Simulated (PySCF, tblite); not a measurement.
# C₆H₁₃GeN: geometry, infrared bands, NMR shifts and electronic excitations, part 2 of 2

tblite 0.8.0 and PySCF 2.14.0. Atoms count from 0.

## (7) Nuclear shieldings: mPW1PW91/pcSseg-1

The job: settings as JSON, then the geometry in Å.

```
{"job": {"kind": "nmr", "xc": "mPW1PW91", "basis": "pcSseg-1", "pop": false}, "charge": 0, "multiplicity": 1}
C     -3.234969     1.101454    -0.377814
N     -2.393131     0.338588     0.511406
Ge    -1.042217    -0.728565    -0.123508
C     -0.138136    -1.610436     1.378145
C      1.214550    -0.958283     1.374980
C      1.581953    -0.108222     0.396298
C      2.921834     0.556588     0.348787
C      0.604444     0.186453    -0.716674
H     -3.544449     0.472210    -1.229048
H     -4.162857     1.417810     0.129320
H     -2.767927     2.012775    -0.805831
H     -2.155212     0.844962     1.358870
H     -1.693006    -1.626014    -1.194889
H     -0.070030    -2.702508     1.231819
H     -0.681324    -1.461864     2.326682
H      1.919559    -1.186167     2.183934
H      3.456842     0.295737    -0.580490
H      3.554509     0.271879     1.202160
H      2.815913     1.655029     0.347437
H      0.973530    -0.200948    -1.683078
H      0.461660     1.272514    -0.852980
```

With the program's defaults for keys left out, this is: GIAO mPW1PW91/pcSseg-1 NMR shielding, non-relativistic, gas phase.

The program printed:

```text
coarse grid: 75752 points
cycle   1  E = -2367.9534415883  dE =  9.882e-02  |g| = 9.753e-01  |ddm| = 4.185e+00
cycle   2  E = -2367.8994257541  dE =  5.402e-02  |g| = 1.071e+00  |ddm| = 1.287e+00
cycle   3  E = -2368.0594216286  dE = -1.600e-01  |g| = 1.196e-01  |ddm| = 8.218e-01
cycle   4  E = -2368.0616943924  dE = -2.273e-03  |g| = 5.747e-02  |ddm| = 1.317e-01
cycle   5  E = -2368.0623533871  dE = -6.590e-04  |g| = 9.607e-03  |ddm| = 5.372e-02
cycle   6  E = -2368.0623745465  dE = -2.116e-05  |g| = 3.051e-03  |ddm| = 1.289e-02
cycle   7  E = -2368.0623764604  dE = -1.914e-06  |g| = 1.208e-03  |ddm| = 3.360e-03
final grid: 161120 points
cycle   8  E = -2368.0624061724  dE =  7.330e-07  |g| = 2.171e-03  |ddm| = 3.948e-03
cycle   9  E = -2368.0624030902  dE =  3.082e-06  |g| = 4.077e-03  |ddm| = 5.519e-03
cycle  10  E = -2368.0624073850  dE = -4.295e-06  |g| = 1.434e-04  |ddm| = 3.614e-03
cycle  11  E = -2368.0624073899  dE = -4.895e-09  |g| = 2.998e-05  |ddm| = 1.754e-04
cycle  12  E = -2368.0624073900  dE = -1.182e-10  |g| = 5.290e-06  |ddm| = 2.210e-05
converged SCF energy = -2368.0624073900

GIAO shielding tensors (ppm)
atom      isotropic    diamagn.    paramagn.     s11        s22        s33       span
  0 C      149.369     239.916     -90.547    126.046    137.220    184.840     58.793
  1 N      243.965     328.015     -84.051    207.643    247.643    276.608     68.965
  2 Ge    1281.361    2756.863   -1475.502   1169.049   1308.806   1366.229    197.180
  3 C      163.168     254.941     -91.773    150.421    155.727    183.355     32.935
  4 C       49.437     255.221    -205.784    -49.683     72.347    125.648    175.331
  5 C       34.570     261.978    -227.408    -77.283     44.640    136.352    213.635
  6 C      158.092     243.750     -85.658    143.636    145.192    185.450     41.815
  7 C      160.192     254.608     -94.416    146.445    155.198    178.934     32.490
  8 H       28.878      27.783       1.096     24.638     26.560     35.437     10.799
  9 H       28.450      25.459       2.991     23.045     25.811     36.494     13.449
 10 H       28.561      28.781      -0.220     22.704     26.857     36.120     13.416
 11 H       32.025      36.082      -4.057     21.977     31.977     42.121     20.144
 12 H       26.322      30.058      -3.736     20.010     21.533     37.422     17.412
 13 H       29.541      30.514      -0.974     24.525     26.780     37.317     12.793
 14 H       29.948      31.536      -1.588     25.142     27.997     36.705     11.563
 15 H       25.548      32.511      -6.962     22.549     26.227     27.869      5.320
 16 H       29.550      27.623       1.927     25.612     27.644     35.396      9.784
 17 H       29.322      28.156       1.166     24.848     28.123     34.995     10.148
 18 H       29.589      28.564       1.025     25.621     28.003     35.143      9.523
 19 H       30.067      32.647      -2.581     25.189     28.164     36.846     11.657
 20 H       30.063      33.903      -3.840     24.967     29.595     35.627     10.661
```

Wall time 35 s (1 thread of Arm Neoverse V2, shared host); peak memory 1.1 GiB.

This run: δ C5 149.0, C4 134.1, C0 34.2, C6 25.5, H15 5.77, H12 5.00 ppm.

## (8) Side by side: NMR shifts

Shifts (ppm) of some atoms, chosen among heavy atoms and hydrogens apart, with basis size and wall time:

```tsv
run	C4	C0	C3	H15	H12	N1	Ge2	functions	time
PBE0/pcSseg-1	134.0	34.0	20.3	5.79	5.02	20.5	43	225	38 s
mPW1PW91/pcSseg-1	134.1	34.2	20.4	5.77	5.00	20.2	43	225	35 s
```

## (9) Outcome

What follows sums up all 2 parts.

```
                                                              quantity                                                      value
                             strongest single infrared mode (GFN2-xTB)                                      1890 cm⁻¹, 477 km/mol
                                          zero-point energy (GFN2-xTB)                                             108.1 kcal/mol
                                                           point group                                                         C1
                                  rotational constants (main isotopes)                                       2.87, 0.92, 0.81 GHz
                                13C shifts against TMS (PBE0/pcSseg-1)                   148.9, 134.0, 34.0, 25.4, 23.3, 20.3 ppm
1H shifts against TMS (PBE0/pcSseg-1, means over atoms taken as alike)  5.79, 5.02, 2.70, 1.83, 1.79, 1.37, 1.25, 1.25, -0.71 ppm
                                15N shifts against NH3 (PBE0/pcSseg-1)                                                   20.5 ppm
                             73Ge shifts against GeMe4 (PBE0/pcSseg-1)                                                     43 ppm
                                      lowest singlet (B3LYP/def2-SVPD)                                5.47 eV (227 nm), f = 0.014
                              brightest single state of those computed                               state 10, 6.71 eV, f = 0.212
                                                        lowest triplet                                                    4.26 eV
                                     vertical ionisation energy (ΔSCF)                                                    8.10 eV
                                              range of the shift of N1                                           20.2 to 20.5 ppm
```

Relaxing lowered the energy by 0.509 eV in 132 steps; the close pair that moved most is Ge2–C3, from 1.906 to 1.985 Å (GFN2-xTB). All 57 modes are real, so the xTB geometry is a minimum. The strongest single mode, at 1890 cm⁻¹, moves mainly H12. Unscaled tight-binding wavenumbers are off by several per cent, some by more. Its intensities can rank the bands wrongly. Over 7 steps the energy fell by 0.221 eV; of the close pairs, Ge2–C7 changed most, 2.039 to 1.975 Å (PBE0/def2-SVP). H15 (hydrogen on an alkene CH) lies farthest downfield among hydrogen, at 5.79 ppm; olefinic region. At PBE0/pcSseg-1: The largest span, 213 ppm, is at C5, where the paramagnetic term is -226 ppm. The lowest singlet, at 5.47 eV, is HOMO→LUMO 0.82, HOMO→LUMO+2 0.12 and is weak; of the 10 states computed, the strongest absorption comes from state 10 at 6.71 eV (the last computed, so partners may be missing). The lowest triplet lies 1.21 eV below the lowest singlet (triplets in Tamm-Dancoff, singlets in full TDDFT). The orbital energy would give 6.12 eV for ionisation, ΔSCF gives 8.10 eV. In ppm, N1 moves most: its shift spreads over 0.3 ppm, from 20.2 (mPW1PW91/pcSseg-1) to 20.5 (PBE0/pcSseg-1). Spin-orbit coupling is left out, which matters for shieldings and couplings at and beside the heavy atoms.
